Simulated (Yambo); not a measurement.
# Si2Mo (I4/mmm) in Yambo: further runs

The runs below take Si2Mo through optical spectrum, with PBE.

All numbers are computed with Yambo 5.3.0; they aren't measurements. Logs are shortened: lines on timing, memory, paths and dates and some standing lists are left out, and cuts for length are marked.

### 1 The structure

The structure is tetragonal, space group I4/mmm (No. 139). The conventional cell has a = 3.200 Å, b = 3.200 Å, c = 7.861 Å, α = 90.00°, β = 90.00°, γ = 90.00°. Mo (site symmetry 4/mmm) is surrounded by 10 Si at 2.62 Å. Si (site symmetry 4mm) is surrounded by 5 Si at 2.61 to 2.63 Å and 5 Mo at 2.62 Å.

### 2 Optical spectrum, PBE

The input, optics5.in:

```
optics
chi
tddft
Chimod= "LRC"
% BndsRnXd
 1 | 31 |
%
NGsBlkXd= 2 Ry
% LongDrXd
 1 | 1 | 1 |
%
% QpntsRXd
 1 | 1 |
%
% EnRngeXd
 0 | 15 | eV
%
% DmRngeXd
 0.1 | 0.1 | eV
%
ETStpsXd= 300
LRC_alpha= -0.1
```

The input, scf.in:

```
&CONTROL
  calculation = 'scf'
  prefix = 'pwscf'
  outdir = './tmp'
  pseudo_dir = './pseudo'
/
&SYSTEM
  ibrav = 0
  nat = 3
  ntyp = 2
  ecutwfc = 80
  nbnd = 18
  occupations = 'smearing'
  smearing = 'fd'
  degauss = 0.00367493
  force_symmorphic = .true.
/
&ELECTRONS
  conv_thr = 6d-10
  electron_maxstep = 120
  mixing_beta = 0.5
/
ATOMIC_SPECIES
Mo    95.9500 Mo.upf
Si    28.0850 Si.upf
CELL_PARAMETERS angstrom
  -1.6000000000    1.6000000000    3.9305000000
   1.6000000000   -1.6000000000    3.9305000000
   1.6000000000    1.6000000000   -3.9305000000
ATOMIC_POSITIONS angstrom
Mo     0.0000000000    0.0000000000    0.0000000000
Si     0.0000000000    0.0000000000    5.2432870000
Si     0.0000000000    0.0000000000    2.6177130000
K_POINTS automatic
12 12 12 0 0 0
```

The input, nscf.in:

```
&CONTROL
  calculation = 'nscf'
  prefix = 'pwscf'
  outdir = './tmp'
  pseudo_dir = './pseudo'
/
&SYSTEM
  ibrav = 0
  nat = 3
  ntyp = 2
  ecutwfc = 80
  nbnd = 31
  occupations = 'smearing'
  smearing = 'fd'
  degauss = 0.00367493
  force_symmorphic = .true.
/
&ELECTRONS
  conv_thr = 1d-08
  diago_full_acc = .true.
  diago_thr_init = 1d-06
/
ATOMIC_SPECIES
Mo    95.9500 Mo.upf
Si    28.0850 Si.upf
CELL_PARAMETERS angstrom
  -1.6000000000    1.6000000000    3.9305000000
   1.6000000000   -1.6000000000    3.9305000000
   1.6000000000    1.6000000000   -3.9305000000
ATOMIC_POSITIONS angstrom
Mo     0.0000000000    0.0000000000    0.0000000000
Si     0.0000000000    0.0000000000    5.2432870000
Si     0.0000000000    0.0000000000    2.6177130000
K_POINTS automatic
12 12 12 0 0 0
```

Potentials or basis: PseudoDojo 0.4.1 SR PBE standard.

On the command line:

```
$ OMP_NUM_THREADS=1 pw.x -in scf.in > scf.out
$ OMP_NUM_THREADS=1 pw.x -in nscf.in > nscf.out
$ cd tmp/pwscf.save; p2y; mv SAVE ../..; cd ../..
$ OMP_NUM_THREADS=1 yambo
$ OMP_NUM_THREADS=1 yambo -F optics5.in -J optics5 -C optics5_out
```

Yambo's report:

```text
[... sections 02.01 to 02.04 as in the set-up run ...]

[... 5 lines left out ...]
  [X] Bosonic    Temperature                        :  0.258606E-1   300.100    [eV K]
  [X] Finite Temperature mode                       : yes
  [X] El. density                                   :  0.54661E+24 [cm-3]
  [X] Fermi Level                                   :  16.11679 [eV]

  [X] === Gaps and Widths ===
  [X] Conduction Band Min                           :  16.11679 [eV]
  [X] Valence Band Max                              :  16.11679 [eV]
  [X] Filled Bands                                  :  10
  [X] Metallic Bands                                :  11  12
  [X] Empty Bands                                   :  13  31

  [X] === Metallic Characters ===
  [X] N of el / N of met el                         :  22.00000   1.96049
  [X] Average metallic occ.                         :  0.245061

  [WARNING] [X] Metallic system

 [03] Transferred momenta grid and indexing
 ==========================================

 IBZ Q-points                                      :  163
 BZ  Q-points                                      :  1728

 K/Q-points units:
 rlu = crystal or reduced units; cc = cartesian coordinates; iku = interal k-units

 Q [  1]        [rlu]:  0.000000  0.000000  0.000000
 Q [  2]        [rlu]: -0.11357E-16 -0.54884E-17  0.83333E-01
 Q [  3]        [rlu]: -0.21672E-16 -0.12020E-16  0.16667
 Q [  4]        [rlu]: -0.25308E-16 -0.25229E-16  0.25000
 Q [  5]        [rlu]: -0.43343E-16 -0.24039E-16  0.33333
 Q [  6]        [rlu]: -0.34666E-16 -0.49562E-16  0.41667
[... 42 lines left out ...]
 Q [ 49]        [rlu]:  0.083333  0.083333 -0.083333
 Q [ 50]        [rlu]:  0.083333  0.166667  0.083333

 Remaining 113 points informations can be written running with -fatlog

 [04] Dipoles
 ============

  [04.01] Setup: observables and procedures
  =========================================

  [WARNING] [x,Vnl] slows the Dipoles computation. To neglect it rename the ns.kb_pp file
  [WF-Oscillators/G space/Transverse up loader] Normalization (few states)  min/max  :  0.10024E-16   1.0000

  [WR./optics5//ndb.dipoles]------------------------------------------------------
   Brillouin Zone Q/K grids (IBZ/BZ)                :   163  1728   163  1728
   RL vectors                                       :   5161 [WF]
   Fragmentation                                    : yes
   Electronic Temperature                           :  300.1000 [K]
   Bosonic    Temperature                           :  300.1000 [K]
   DIP band range                                   :   1  31
   DIP band range limits                            :  12  11
   DIP e/h energy range                             : -1.000000 -1.000000 [eV]
   RL vectors in the sum                            :   5161
   [r,Vnl] included                                 : yes
   Bands ordered                                    : yes
   Direct v evaluation                              : no
   Approach used                                    : G-space v
   Dipoles computed                                 : R V P [G-space]
   Wavefunctions                                    : Perdew, Burke & Ernzerhof(X)+Perdew, Burke & Ernzerhof(C)

  [WARNING] [r,Vnl^pseudo] included in position and velocity dipoles.

  [WARNING] In case H contains other non local terms, these are neglected

 [05] Optics
 ===========

 [X-CG] R(p) Tot o/o(of R):    30867   388038      100

 [WARNING] The system is a metal but Drude term not included.
```

o-optics5.eps_q1_inv_LRC_dyson:

```text
# Absorption @ Q(1):  0.577350269     0.577350269     0.577350269    [q->0 direction]
#
# [ X ] Hartree size                              :  15
# [GEN] GF Energies                               : Perdew, Burke & Ernzerhof(X)+Perdew, Burke & Ernzerhof(C)
# [GEN] Green`s Function                          : Retarded
#
# [GEN] Gauge                                     : Length
# [GEN] [r,Vnl] included                          : yes
#
#    E[1] [eV]          Im(eps)            Re(eps)            Im(eps_o)          Re(eps_o)
#
        0.000000           0.213306E-5        30.06056          -0.79454E-17        25.32409
        0.050167           0.138126           30.09131           0.093596           25.34503
        0.100334           0.286899           30.18518           0.194137           25.40891
        0.150502           0.459638           30.34712           0.310280           25.51900
        0.200669           0.676255           30.58571           0.454909           25.68099
        0.250836           0.970976           30.91263           0.650056           25.90272
[... 292 lines left out ...]
        14.94983           0.431011          -1.435163           0.474849          -1.463737
        15.00000           0.424316          -1.402648           0.467640          -1.427024
#
```

It took 6.1 min on 1 thread of Arm Neoverse V2, shared host; peak memory 2.4 GiB.

Results:

```yaml
Band_gap_on_the_k_mesh_mean-field_level: none (metal or under the smearing width)
```

Dielectric function (along the field direction of the input):
```tsv
energy (eV)	real part	imaginary part
0.25	30.91	0.97
0.60	26.84	4.69
1.00	33.40	5.52
1.35	30.13	8.33
1.76	35.42	11.98
2.11	36.99	18.38
2.51	22.50	31.55
2.86	17.23	27.97
3.26	13.44	26.08
3.61	14.28	29.05
4.01	-2.13	31.09
4.36	0.32	22.06
4.77	-1.63	19.26
5.17	0.97	21.11
5.52	-2.59	23.45
5.92	-8.99	19.80
6.27	-9.29	17.52
6.67	-9.17	12.58
7.02	-10.33	11.27
7.42	-10.22	7.84
7.78	-8.24	6.05
8.18	-7.42	5.16
8.53	-7.41	4.05
8.93	-6.01	3.64
9.28	-5.57	3.18
9.68	-5.40	2.57
10.08	-4.68	1.90
10.43	-4.06	1.73
10.84	-3.89	1.48
11.19	-3.39	1.34
11.59	-2.97	1.47
11.94	-2.90	1.11
12.34	-2.65	1.01
12.69	-2.36	0.89
13.09	-2.17	0.81
13.44	-1.98	0.71
13.85	-1.81	0.68
14.20	-1.65	0.63
14.60	-1.56	0.58
15.00	-1.40	0.42
```

Caveat: the intraband (Drude) term of the metal is left out; the ground state has no gap, which makes the many-body step unreliable; the long-range kernel's strength is typed, not fitted to the crystal's screening; spectra need much finer meshes, so this one isn't converged; independent-particle spectra lack excitons.

### 3 Optical spectrum, PBE

The input, optics6.in:

```
optics
chi
Chimod= "HARTREE"
% BndsRnXd
 1 | 31 |
%
NGsBlkXd= 6 Ry
% LongDrXd
 1 | 0 | 0 |
%
% QpntsRXd
 1 | 1 |
%
% EnRngeXd
 0 | 15 | eV
%
% DmRngeXd
 0.05 | 0.05 | eV
%
ETStpsXd= 300
```

scf.in is that of step 2.

nscf.in is that of step 2.

Potentials or basis: PseudoDojo 0.4.1 SR PBE standard.

On the command line:

```
$ OMP_NUM_THREADS=1 pw.x -in scf.in > scf.out
$ OMP_NUM_THREADS=1 pw.x -in nscf.in > nscf.out
$ cd tmp/pwscf.save; p2y; mv SAVE ../..; cd ../..
$ OMP_NUM_THREADS=1 yambo
$ OMP_NUM_THREADS=1 yambo -F optics6.in -J optics6 -C optics6_out
```

Yambo's report:

```text
[... sections 02.01 to 02.04 as in the set-up run ...]

[... 5 lines left out ...]
  [X] Bosonic    Temperature                        :  0.258606E-1   300.100    [eV K]
  [X] Finite Temperature mode                       : yes
  [X] El. density                                   :  0.54661E+24 [cm-3]
  [X] Fermi Level                                   :  16.11679 [eV]

  [X] === Gaps and Widths ===
  [X] Conduction Band Min                           :  16.11679 [eV]
  [X] Valence Band Max                              :  16.11679 [eV]
  [X] Filled Bands                                  :  10
  [X] Metallic Bands                                :  11  12
  [X] Empty Bands                                   :  13  31

  [X] === Metallic Characters ===
  [X] N of el / N of met el                         :  22.00000   1.96049
  [X] Average metallic occ.                         :  0.245061

  [WARNING] [X] Metallic system

 [03] Transferred momenta grid and indexing
 ==========================================

 IBZ Q-points                                      :  163
 BZ  Q-points                                      :  1728

 K/Q-points units:
 rlu = crystal or reduced units; cc = cartesian coordinates; iku = interal k-units

 Q [  1]        [rlu]:  0.000000  0.000000  0.000000
 Q [  2]        [rlu]: -0.11357E-16 -0.54884E-17  0.83333E-01
 Q [  3]        [rlu]: -0.21672E-16 -0.12020E-16  0.16667
 Q [  4]        [rlu]: -0.25308E-16 -0.25229E-16  0.25000
 Q [  5]        [rlu]: -0.43343E-16 -0.24039E-16  0.33333
 Q [  6]        [rlu]: -0.34666E-16 -0.49562E-16  0.41667
[... 42 lines left out ...]
 Q [ 49]        [rlu]:  0.083333  0.083333 -0.083333
 Q [ 50]        [rlu]:  0.083333  0.166667  0.083333

 Remaining 113 points informations can be written running with -fatlog

 [04] Dipoles
 ============

  [04.01] Setup: observables and procedures
  =========================================

  [WARNING] [x,Vnl] slows the Dipoles computation. To neglect it rename the ns.kb_pp file
  [WF-Oscillators/G space/Transverse up loader] Normalization (few states)  min/max  :  0.10024E-16   1.0000

  [WR./optics6//ndb.dipoles]------------------------------------------------------
   Brillouin Zone Q/K grids (IBZ/BZ)                :   163  1728   163  1728
   RL vectors                                       :   5161 [WF]
   Fragmentation                                    : yes
   Electronic Temperature                           :  300.1000 [K]
   Bosonic    Temperature                           :  300.1000 [K]
   DIP band range                                   :   1  31
   DIP band range limits                            :  12  11
   DIP e/h energy range                             : -1.000000 -1.000000 [eV]
   RL vectors in the sum                            :   5161
   [r,Vnl] included                                 : yes
   Bands ordered                                    : yes
   Direct v evaluation                              : no
   Approach used                                    : G-space v
   Dipoles computed                                 : R V P [G-space]
   Wavefunctions                                    : Perdew, Burke & Ernzerhof(X)+Perdew, Burke & Ernzerhof(C)

  [WARNING] [r,Vnl^pseudo] included in position and velocity dipoles.

  [WARNING] In case H contains other non local terms, these are neglected

 [05] Optics
 ===========

 [X-CG] R(p) Tot o/o(of R):    30867   388038      100

 [WARNING] The system is a metal but Drude term not included.
```

o-optics6.eps_q1_inv_rpa_dyson:

```text
# Absorption @ Q(1):   1.00000000      0.00000000      0.00000000    [q->0 direction]
#
# [ X ] Hartree size                              :   79
# [GEN] GF Energies                               : Perdew, Burke & Ernzerhof(X)+Perdew, Burke & Ernzerhof(C)
# [GEN] Green`s Function                          : Retarded
#
# [GEN] Gauge                                     : Length
# [GEN] [r,Vnl] included                          : yes
#
#    E[1] [eV]          Im(eps)            Re(eps)            Im(eps_o)          Re(eps_o)
#
        0.000000           0.113761E-5        23.18811           0.24008E-16        24.14841
        0.050167           0.061952           23.21801           0.063514           24.17907
        0.100334           0.129764           23.31027           0.133013           24.27367
        0.150502           0.211128           23.47310           0.216351           24.44058
        0.200669           0.317527           23.72254           0.325259           24.69620
        0.250836           0.471830           24.08940           0.483074           25.07199
[... 292 lines left out ...]
        14.94983           0.450611          -1.552199           0.457608          -1.549117
        15.00000           0.434550          -1.481865           0.441432          -1.480880
#
```

Run time: 7.1 min. Hardware: 1 thread of Arm Neoverse V2, shared host; peak memory 2.4 GiB.

Results:

* Band gap on the k mesh, mean-field level: none (metal or under the smearing width)

Dielectric function (along the field direction of the input):
| energy (eV) | real part | imaginary part |
| --- | --- | --- |
| 0.25 | 24.09 | 0.47 |
| 0.60 | 17.07 | 4.15 |
| 1.00 | 25.92 | 3.54 |
| 1.35 | 21.83 | 7.03 |
| 1.76 | 22.83 | 5.14 |
| 2.11 | 25.82 | 6.33 |
| 2.51 | 22.78 | 12.82 |
| 2.86 | 23.69 | 12.09 |
| 3.26 | 23.26 | 14.60 |
| 3.61 | 24.63 | 24.01 |
| 4.01 | 8.46 | 38.24 |
| 4.36 | 5.21 | 22.55 |
| 4.77 | 1.43 | 21.13 |
| 5.17 | 5.41 | 23.92 |
| 5.52 | 0.56 | 26.75 |
| 5.92 | -9.65 | 25.00 |
| 6.27 | -8.22 | 20.97 |
| 6.67 | -7.70 | 13.49 |
| 7.02 | -9.33 | 12.44 |
| 7.42 | -10.74 | 8.71 |
| 7.78 | -7.28 | 6.48 |
| 8.18 | -6.80 | 5.43 |
| 8.53 | -7.51 | 4.59 |
| 8.93 | -6.06 | 4.24 |
| 9.28 | -5.49 | 3.71 |
| 9.68 | -5.74 | 3.22 |
| 10.08 | -4.71 | 2.11 |
| 10.43 | -3.96 | 1.86 |
| 10.84 | -4.14 | 1.64 |
| 11.19 | -3.51 | 1.54 |
| 11.59 | -2.89 | 2.01 |
| 11.94 | -3.07 | 1.27 |
| 12.34 | -2.89 | 1.21 |
| 12.69 | -2.48 | 1.04 |
| 13.09 | -2.30 | 0.94 |
| 13.44 | -2.06 | 0.78 |
| 13.85 | -1.87 | 0.79 |
| 14.20 | -1.68 | 0.76 |
| 14.60 | -1.67 | 0.72 |
| 15.00 | -1.48 | 0.43 |

Caveat: the intraband (Drude) term of the metal is left out; the ground state has no gap, which makes the many-body step unreliable; spectra need much finer meshes, so this one isn't converged; these spectra lack excitons.

(Continued in part 2 of 2.)
